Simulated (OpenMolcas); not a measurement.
**Kr⁺: RASSCF and RASPT2 terms and fine-structure levels**

Which level of Kr⁺ lies lowest, and where do the others fall? The reference wave functions come first, then spin-orbit coupling, then second-order correlation under several settings.

Method: state-averaged RASSCF and RASPT2, spin-orbit coupling by RASSI with atomic mean-field integrals. Code: OpenMolcas 26.06.

## (1) What is computed

| Item | Value |
| --- | --- |
| Species | Kr⁺ (krypton, Z = 36, 35 electrons) |
| Basis | ANO-R2 [6s5p4d3f1g], 71 functions |
| Scalar Hamiltonian | X2C, finite nucleus |
| Inactive shells | 1s 2s 2p 3s 3p 3d |
| Active space | 7 electrons in 9 orbitals (RAS2 4s 4p; RAS3 4d, at most 2 electrons) |
| Some configurations of this space | 4s 4p⁶, 4s² 4p⁵ |
| Orbitals | optimised for each spin and parity, averaged over the low roots |

The outer shells:

4s 4p6
```
4s [↑ ]
4p [↑↓][↑↓][↑↓]
```

4s2 4p5
```
4s [↑↓]
4p [↑↓][↑↓][↑ ]
```

The work runs as a chain of OpenMolcas steps in one folder; each step below is one input file. Labels, J, g values, rates, χT and fits are worked out afterwards by a script from the matrices that RASSI stores.

## (2) Basis and integrals

File a.inp:

```
&GATEWAY
Coord
1

Kr 0.0 0.0 0.0
Basis=ANO-R2
Group=XYZ
NoMove
AngMom=0.0 0.0 0.0
AMFI
&SEWARD
```

Run with:

```bash
> OMP_NUM_THREADS=1 MOLCAS_MEM=2252 MOLCAS_PROJECT=a pymolcas a.inp > a.log
```

## (3) Start orbitals from a smaller active space

File a.inp:

```
&RASSCF
FileOrb=start.orb
Symmetry=2
Spin=2
nActEl=7 0 0
Inactive=8 6
Ras2=1 3
CIRoot=3 3 1
SDav=3
CIMx=300
Iter=120 100
PrWF=0.3
OrbListing=Nothing
MaxOrb=0
Atom
>>> COPY $Project.JobIph JOBPRE
```

## (4) RASSCF: doublets of odd parity, 3 roots

File a.inp:

```
&RASSCF
FileOrb=start.orb
Symmetry=2
Spin=2
nActEl=7 0 2
Inactive=8 6
Ras2=1 3
Ras3=5 0
CIRoot=3 3 1
SDav=318
CIMx=300
Iter=120 100
PrWF=0.3
OrbListing=Nothing
MaxOrb=0
Thrs=2.0e-7 1.0e-1 5.0e-4
Atom
>>> COPY $Project.JobIph JOB001
```

## (5) Reference wave functions, doublets of even parity, 1 root

File a.inp:

```
&RASSCF
FileOrb=start.orb
Symmetry=1
Spin=2
nActEl=7 0 2
Inactive=8 6
Ras2=1 3
Ras3=5 0
CIRoot=1 1 1
SDav=306
CIMx=300
Iter=120 100
PrWF=0.3
OrbListing=Nothing
MaxOrb=0
Thrs=2.0e-7 1.0e-1 5.0e-4
Atom
>>> COPY $Project.JobIph JOB002
```

## (6) RASSI: spin-orbit coupling between the states

File a.inp:

```
&RASSI
NrOfJobIphs=2 3 1
1 2 3
1
IphNames
JOB001
JOB002
EJob
SpinOrbit
DIPRint=1.0
SOCoupling=1000.0
Subsets=2
MEES
Property=10
'ANGMOM' 1 'ANGMOM' 2 'ANGMOM' 3 'MLTPL  1' 1 'MLTPL  1' 2 'MLTPL  1' 3
'AMFI' 1 'AMFI' 2 'AMFI' 3 'MLTPL  2' 6
SOProperty=3
'ANGMOM' 1 'ANGMOM' 2 'ANGMOM' 3
```

## (7) CASPT2: IPEA 0.6, imaginary shift 0.05 (closed shells correlated: 3d)

File a.inp:

```
>>> COPY JOB001 $Project.JobIph
&CASPT2
Multistate=3 1 2 3
Frozen=3 6
IPEA=0.6
Imaginary=0.05
MaxIter=60
WThr=0.0 0.3 0.05
PrWF=0.5
NoMix
>>> COPY JOB002 $Project.JobIph
&CASPT2
Multistate=1 1
Frozen=3 6
IPEA=0.6
Imaginary=0.05
MaxIter=60
WThr=0.0 0.3 0.05
PrWF=0.5
NoMix
```

## (8) CASPT2: IPEA 0.4, imaginary shift 0.4 (closed shells correlated: 3d)

a.inp: that of step 7 with these lines changed.

```diff
@@ -4,4 +4,4 @@
 Frozen=3 6
-IPEA=0.6
-Imaginary=0.05
+IPEA=0.4
+Imaginary=0.4
 MaxIter=60
@@ -14,4 +14,4 @@
 Frozen=3 6
-IPEA=0.6
-Imaginary=0.05
+IPEA=0.4
+Imaginary=0.4
 MaxIter=60
```

## (9) CASPT2: IPEA 0.15, sigma2 regulariser 0.5 (closed shells correlated: 3s 3p 3d), extended multistate

File a.inp:

```
>>> COPY JOB001 $Project.JobIph
&CASPT2
XMultistate=3 1 2 3
Frozen=2 3
IPEA=0.15
Sig2=0.5
MaxIter=60
WThr=0.0 0.3 0.05
PrWF=0.5
NoMix
>>> COPY JOB002 $Project.JobIph
&CASPT2
Multistate=1 1
Frozen=2 3
IPEA=0.15
Sig2=0.5
MaxIter=60
WThr=0.0 0.3 0.05
PrWF=0.5
NoMix
```

(Steps that only read results are left out.)

Before running it: what results should come out? Wanted: lowest level; first excited level; lowest level of another term; spin-orbit lowering of the lowest level; strongest of the lines computed, by gA, at XMS-RASPT2 energies.

The runs gave:

| quantity | value |
| --- | --- |
| method | SS-RASPT2, IPEA 0.6, imaginary shift 0.05 (closed shells correlated: 3d) |
| lowest level | 4s² 4p⁵ ²P°_3/2, 100 % of that term, g = 1.334 |
| ground level listed by NIST | 2P°3/2 |
| first excited level | 4s² 4p⁵ ²P°_1/2 at 4800 cm⁻¹ |
| lowest level of another term | 4s 4p⁶ ²S_1/2 at 114990 cm⁻¹ |
| spin-orbit lowering of the lowest level | 1601 cm⁻¹ |
| strongest of the lines computed, by gA, at XMS-RASPT2 energies | 4s 4p⁶ ²S_1/2 → 4s² 4p⁵ ²P°_3/2, 87.26 nm, A = 6.70e+08 s⁻¹ |

What each method costs and misses:

```csv
method,time of its own steps,time with the reference,mean absolute difference from the measured levels (cm-1)
A. RASSCF,23 s,23 s,2700
"B. SS-RASPT2, IPEA 0.6, imaginary shift 0.05, +3d",4.3 s,27 s,3300
"C. SS-RASPT2, IPEA 0.4, imaginary shift 0.4, +3d",4.2 s,27 s,3200
"D. XMS-RASPT2, IPEA 0.15, sigma2 regulariser 0.5, +3s 3p 3d",5.6 s,29 s,3100
```

Times are of one thread on a shared host.

What this shows: The multiplet ²P° is inverted. Method A lies closest to the measured levels (2700 cm⁻¹ on average) and B farthest (3300). Only the configurations of the active space and the roots asked for are present. Not all states of the active space went into the spin-orbit step. The levels of the extra active shells were not computed. Levels of other configurations are missing from the list.
